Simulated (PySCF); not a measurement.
# Changing the system itself: RbLi

One physical setting of the base script is moved in each run, with the edits that it forces.

Computed with PySCF 2.14.0. Level: method and basis as typed in the scripts.

2 further runs of the same task are left out: 2 that didn't finish.

**1. The system as given**

RbLi: 2 atoms, charge 0, spin multiplicity 1.

Bond lengths: Rb1–Li2 3.011 Å.

**2. The base run**

Input file input.py:

```python
from pyscf import gto, scf, mp

mol = gto.M(
    atom='Rb 0 0 0; Li 0 0 3.011',
    basis='def2-tzvp',
    ecp={'Rb': 'def2-tzvp'},
    charge=0,
    spin=0,
    verbose=4,
)
mf = scf.RHF(mol)
mf.kernel()
mp.MP2(mf).kernel()
mf.dip_moment()
print('orbital energies (hartree):', mf.mo_energy[..., max(0, mol.nelec[1]-3):mol.nelec[0]+3].round(4))
```

Command:

```sh
$ OMP_NUM_THREADS=1 python input.py
```

The log of this run is left out.

In short: E(SCF) = -31.224604 Eh, 9 cycles, E(MP2) − E(SCF) = -0.11804 Eh, μ = 4.45 D (of the SCF density).

The bond length is a typed value, not an optimised one.

**3. Charge +1 (doublet, UHF)**

Run 1 changes charge: 0 → 1; spin (2S): 0 → 1; SCF type: RHF → UHF.

Input file input.py:

```python
from pyscf import gto, scf, mp

mol = gto.M(
    atom='Rb 0 0 0; Li 0 0 3.011',
    basis='def2-tzvp',
    ecp={'Rb': 'def2-tzvp'},
    charge=1,
    spin=1,
    verbose=4,
)
mf = scf.UHF(mol)
mf.kernel()
mp.MP2(mf).kernel()
mf.dip_moment()
print('orbital energies (hartree):', [e[max(0, n-3):n+3].round(4) for e, n in zip(mf.mo_energy, mol.nelec)])
```

Command:

```sh
$ OMP_NUM_THREADS=1 python input.py
```

**4. Electric field 0.01 a.u.**

Run 2 changes electric field: none → 0.01 a.u.

Edit input.py of step 2 so:

```diff
@@ -11,2 +11,7 @@
 mf = scf.RHF(mol)
+field = 0.01  # electric field along z, atomic units
+h = mf.get_hcore() + field*mol.intor('int1e_r')[2]
+mf.get_hcore = lambda *args: h
+e_nuc = mol.energy_nuc() - field*mol.atom_charges() @ mol.atom_coords()[:, 2]
+mf.energy_nuc = lambda *args: e_nuc
 mf.kernel()
```

**5. Bond 0.1 Å**

Run 3 changes bond length: 3.011 Å → 0.1 Å.

Edit input.py of step 2 so:

```diff
@@ -3,3 +3,3 @@
 mol = gto.M(
-    atom='Rb 0 0 0; Li 0 0 3.011',
+    atom='Rb 0 0 0; Li 0 0 0.1',
     basis='def2-tzvp',
```

**6. Bond 10 Å**

Run 4 changes bond length: 3.011 Å → 10 Å.

Edit input.py of step 2 so:

```diff
@@ -3,3 +3,3 @@
 mol = gto.M(
-    atom='Rb 0 0 0; Li 0 0 3.011',
+    atom='Rb 0 0 0; Li 0 0 10',
     basis='def2-tzvp',
```

**7. Bond 9.033 Å**

Run 5 changes bond length: 3.011 Å → 9.033 Å.

Edit input.py of step 2 so:

```diff
@@ -3,3 +3,3 @@
 mol = gto.M(
-    atom='Rb 0 0 0; Li 0 0 3.011',
+    atom='Rb 0 0 0; Li 0 0 9.033',
     basis='def2-tzvp',
```

What does the calculation give? Wanted: for each run, E(SCF); from base; gap, α spin; SCF dipole; after the SCF.

As calculated:

```csv
run,E(SCF) (hartree),from base (eV),cycles,"gap, α spin (eV)",SCF dipole (D),after the SCF
base,-31.224604,0,9,4.26,4.45,MP2 correlation -3.212 eV
"charge +1 (doublet, UHF)",-31.087058,+3.7428,9,6.76,n/a,MP2 correlation -2.577 eV
electric field 0.01 a.u.,-31.232162,-0.2056,9,3.06,10.31,MP2 correlation -3.361 eV
bond 0.1 Å (poor choice),99.024862,+3544.2685,11,4.18,1.95,MP2 correlation -2.620 eV
bond 10 Å (poor choice),-31.173607,+1.3877,15,1.54,10.70,MP2 correlation -3.708 eV
bond 9.033 Å,-31.178605,+1.2517,14,1.74,10.20,MP2 correlation -3.513 eV
```

What this shows: Of the runs whose energies can be compared, “bond 0.1 Å” moves the SCF energy most (+3544.269 eV). At the SCF level, going to the doublet with one electron fewer costs 3.74 eV at fixed geometry, against 4.19 eV for the negative of the highest filled level. With bond 10 Å the frontier gap moves by over 1.5 eV, which can mean another electronic state rather than the bond length alone. With bond 9.033 Å the frontier gap moves by over 1.5 eV, which can mean another electronic state rather than the bond length alone. Rows marked «poor choice» come from settings spoiled on purpose.
